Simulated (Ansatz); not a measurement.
# AsBH₄O (SMILES BO[AsH2]): one structure at several levels

How do the functionals fare away from a minimum? The structure is a structure displaced at random from a GFN2-xTB minimum.

Method: single points in def2-TZVPP; program: Ansatz 0.2.0, Gaussian basis.

Correlated methods freeze the cores. Filled d shells of the heavier atoms are correlated.

### Step 1. Starting geometry

SMILES `BO[AsH2]`, 7 atoms, charge 0, spin multiplicity 1.

Atoms are counted from 1 here; the program's logs count them from 0.

Bond lengths: B1–O2 1.414 Å, B1–H4 1.174 Å, B1–H5 1.277 Å, O2–As3 1.836 Å, As3–H6 1.506 Å, As3–H7 1.545 Å. Angles: O2–B1–H4 123.2°, O2–B1–H5 121.7°, H4–B1–H5 111.3°, B1–O2–As3 123.5°, O2–As3–H6 97.9°, O2–As3–H7 81.1°, H6–As3–H7 84.0°.

As a file:

```mol
AsBH4O
  3D, bonds by distance, orders not assigned

  7  6  0  0  0  0  0  0  0  0999 V2000
   -1.2564   -0.0054   -0.4966 B   0  0
   -0.0781   -0.7397   -0.2307 O   0  0
    1.0837   -0.3342    1.1321 As  0  0
   -2.0152   -0.2935   -1.3447 H   0  0
   -1.3680    1.2251   -0.1735 H   0  0
    1.5508    1.0012    0.6156 H   0  0
    2.0980   -0.8996    0.1128 H   0  0
  1  2  8  0
  1  4  8  0
  1  5  8  0
  2  3  8  0
  3  6  8  0
  3  7  8  0
M  END
```

### Step 2. CCSD(T)/def2-TZVPP

The input, run/in.yaml:

```yaml
crystal:
  periodic: [false, false, false]
  atoms:
    - {symbol: B, position_ang: [-1.256400, -0.005400, -0.496600]}
    - {symbol: O, position_ang: [-0.078100, -0.739700, -0.230700]}
    - {symbol: As, position_ang: [1.083700, -0.334200, 1.132100]}
    - {symbol: H, position_ang: [-2.015200, -0.293500, -1.344700]}
    - {symbol: H, position_ang: [-1.368000, 1.225100, -0.173500]}
    - {symbol: H, position_ang: [1.550800, 1.001200, 0.615600]}
    - {symbol: H, position_ang: [2.098000, -0.899600, 0.112800]}
basis:
  gaussian: {orbitals: def2-TZVPP}
correlation: {method: ccsd_t}
output: {forces: true}
```

No record of the launch command was kept for these runs.

### Step 3. PBE0-D4/def2-TZVPP

run/in.yaml, as its differences from that of step 2:

```diff
@@ -12,3 +12,3 @@
   gaussian: {orbitals: def2-TZVPP}
-correlation: {method: ccsd_t}
-output: {forces: true}
+hamiltonian: {xc: pbe0, dispersion: d4}
+output: {forces: true, orbitals: {seedname: orbitals}}
```

### Step 4. wB97M-V/def2-TZVPP

run/in.yaml, as its differences from that of step 3:

```diff
@@ -12,3 +12,3 @@
   gaussian: {orbitals: def2-TZVPP}
-hamiltonian: {xc: pbe0, dispersion: d4}
-output: {forces: true, orbitals: {seedname: orbitals}}
+hamiltonian: {xc: {name: wB97M-V}}
+output: {forces: true}
```

### Step 5. r2SCAN-D4/def2-TZVPP

run/in.yaml, as its differences from that of step 4:

```diff
@@ -12,3 +12,3 @@
   gaussian: {orbitals: def2-TZVPP}
-hamiltonian: {xc: {name: wB97M-V}}
+hamiltonian: {xc: r2scan, dispersion: d4}
 output: {forces: true}
```

### Step 6. PBE-D4/def2-TZVPP

run/in.yaml, as its differences from that of step 5:

```diff
@@ -12,3 +12,3 @@
   gaussian: {orbitals: def2-TZVPP}
-hamiltonian: {xc: r2scan, dispersion: d4}
+hamiltonian: {xc: pbe, dispersion: d4}
 output: {forces: true}
```

### Step 7. revPBE-D4/def2-TZVPP

run/in.yaml, as its differences from that of step 6:

```diff
@@ -12,3 +12,3 @@
   gaussian: {orbitals: def2-TZVPP}
-hamiltonian: {xc: pbe, dispersion: d4}
+hamiltonian: {xc: {name: revPBE}, dispersion: d4}
 output: {forces: true}
```

### Step 8. BHLYP-D4/def2-TZVPP

run/in.yaml, as its differences from that of step 7:

```diff
@@ -12,3 +12,3 @@
   gaussian: {orbitals: def2-TZVPP}
-hamiltonian: {xc: {name: revPBE}, dispersion: d4}
+hamiltonian: {xc: {name: BHLYP}, dispersion: d4}
 output: {forces: true}
```

(Steps that only read results are left out.)

Before running it: what results should come out? Wanted: energy less free atoms, CCSD(T)/def2-TZVPP; RMS force component; RMS force error; HOMO and LUMO, PBE0-D4; T1 diagnostic.

The runs gave:

| quantity | value |
| --- | --- |
| energy less free atoms, CCSD(T)/def2-TZVPP | -21.985 eV |
| RMS force component | 1.044 to 1.273 eV/Å over the methods |
| RMS force error | PBE0-D4 0.134, wB97M-V 0.090, r2SCAN-D4 0.092, PBE-D4 0.260, revPBE-D4 0.288, BHLYP-D4 0.255 eV/Å |
| HOMO and LUMO, PBE0-D4 | -8.07 and -1.16 eV |
| T1 diagnostic | 0.015 |

What this shows: Against CCSD(T) the functionals' energies less atoms differ by -1.038 to +0.009 eV, PBE-D4 by -1.038 eV. A larger basis would deepen the CCSD(T) value, while the functionals are nearly converged already, so the order here is not reliable. On forces the order runs from wB97M-V to revPBE-D4. Frozen-core CCSD(T) forces in triple zeta carry basis errors of their own, and this is one geometry, so small gaps rank nothing.
